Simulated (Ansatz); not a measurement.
# CH5ClGeOS: a ladder of functionals and wavefunction methods

How much do the methods differ for CH5ClGeOS? The plan is to run it at one geometry with functionals of several rungs and with coupled cluster. The yardstick is the atomisation energy at the CCSD(T) limit.

Computed with Ansatz 0.2.0, Gaussian basis. Level: functionals in def2-TZVPP, the program's frozen cores in correlated methods.

The runs, in order: PBE-D4, r2SCAN-D4, PBE0-D4, B3LYP-D4, ωB97X-V, ωB97M-V, B2PLYP; CCSD(T)/def2-TZVPP; MP2/def2-QZVPP; extrapolation to the limit.

## Step 1: The geometry

All runs share one geometry, relaxed beforehand with PBE0-D4 in a triple-zeta def2 set.

SMILES `C[O][GeH]([SH])[Cl]`, 10 atoms, charge 0, spin multiplicity 1.

Atoms are counted from 1 here; the program's logs count them from 0.

Bond lengths: C1–O2 1.414 Å, C1–H6 1.091 Å, C1–H7 1.095 Å, C1–H8 1.096 Å, O2–Ge3 1.758 Å, Ge3–S4 2.209 Å, Ge3–Cl5 2.148 Å, Ge3–H9 1.527 Å, S4–H10 1.345 Å. Angles: O2–C1–H6 107.4°, O2–C1–H7 111.4°, O2–C1–H8 111.8°, H6–C1–H7 108.7°, H6–C1–H8 108.8°, H7–C1–H8 108.7°, C1–O2–Ge3 120.4°, O2–Ge3–S4 111.9°, O2–Ge3–Cl5 109.3°, O2–Ge3–H9 105.6°, S4–Ge3–Cl5 104.0°, S4–Ge3–H9 115.6°, Cl5–Ge3–H9 110.5°, Ge3–S4–H10 92.6°.

## Step 2: PBE-D4 (GGA)

in.yaml reads:

```yaml
crystal:
  periodic: [false, false, false]
  atoms:
    - {symbol: C, position_ang: [-0.691177, -1.416092, 0.155003]}
    - {symbol: O, position_ang: [-0.797636, -0.105543, 0.676004]}
    - {symbol: Ge, position_ang: [0.491639, 1.061407, 0.417190]}
    - {symbol: S, position_ang: [0.937730, 1.331543, -1.729010]}
    - {symbol: Cl, position_ang: [2.322149, 0.292040, 1.235366]}
    - {symbol: H, position_ang: [-1.642565, -1.918432, 0.337754]}
    - {symbol: H, position_ang: [0.105245, -1.979486, 0.652254]}
    - {symbol: H, position_ang: [-0.497444, -1.410143, -0.923326]}
    - {symbol: H, position_ang: [0.059935, 2.321289, 1.164288]}
    - {symbol: H, position_ang: [-0.287866, 1.823416, -1.985523]}
basis:
  gaussian: {orbitals: def2-TZVPP}
hamiltonian: {xc: pbe, dispersion: d4}
output: {forces: true, orbitals: {seedname: orbitals}}
```

Started as:

```console
$ ansatz run in.yaml --threads 2 --pin off --events-out ev --progress --plain --max-ram 22528MiB --backend cpu
```

Further steps of the session: r2SCAN-D4 (meta-GGA); PBE0-D4 (hybrid); B3LYP-D4 (hybrid); ωB97X-V (range-separated); ωB97M-V (range-separated); B2PLYP (double hybrid); CCSD(T) in def2-TZVPP; MP2 in def2-QZVPP.

Q: Predict the results of all the runs planned. Wanted: atomisation energy, CCSD(T)/CBS; farthest; mean size of error, hybrid; mean size of error, range-separated; gap, smallest and largest; T1 diagnostic; triples share of the correlation energy.

As calculated:

| quantity | value |
| --- | --- |
| atomisation energy, CCSD(T)/CBS | 3344.8 kJ/mol |
| functionals within 33.4 kJ/mol (1.0 %) | r2SCAN-D4, PBE0-D4, ωB97X-V, ωB97M-V |
| farthest | B2PLYP (-64.4 kJ/mol) |
| mean size of error, hybrid | 28.0 kJ/mol |
| mean size of error, range-separated | 7.7 kJ/mol |
| gap, smallest and largest | 5.17 eV (PBE-D4), 12.05 eV (ωB97X-V) |
| T1 diagnostic | 0.0113 |
| triples share of the correlation energy | 4.0 % |

What this shows: PBE-D4 misses by +42.0 kJ/mol. Double hybrids carry the basis error of their MP2 part in triple zeta, and no dispersion term here, so their miss is partly the set-up's. Misses under about 33.4 kJ/mol are within the doubt on the reference itself, which lacks core-valence correlation, relativity and higher excitations, and its outer-core shells are covered unevenly. Hartree-Fock recovers 71 % of the binding; the rest is correlation. Orbital gaps span 5.2 to 12.1 eV; exact exchange widens them. Correlated methods include outer-core shells of Ge, which these sets cover unevenly.
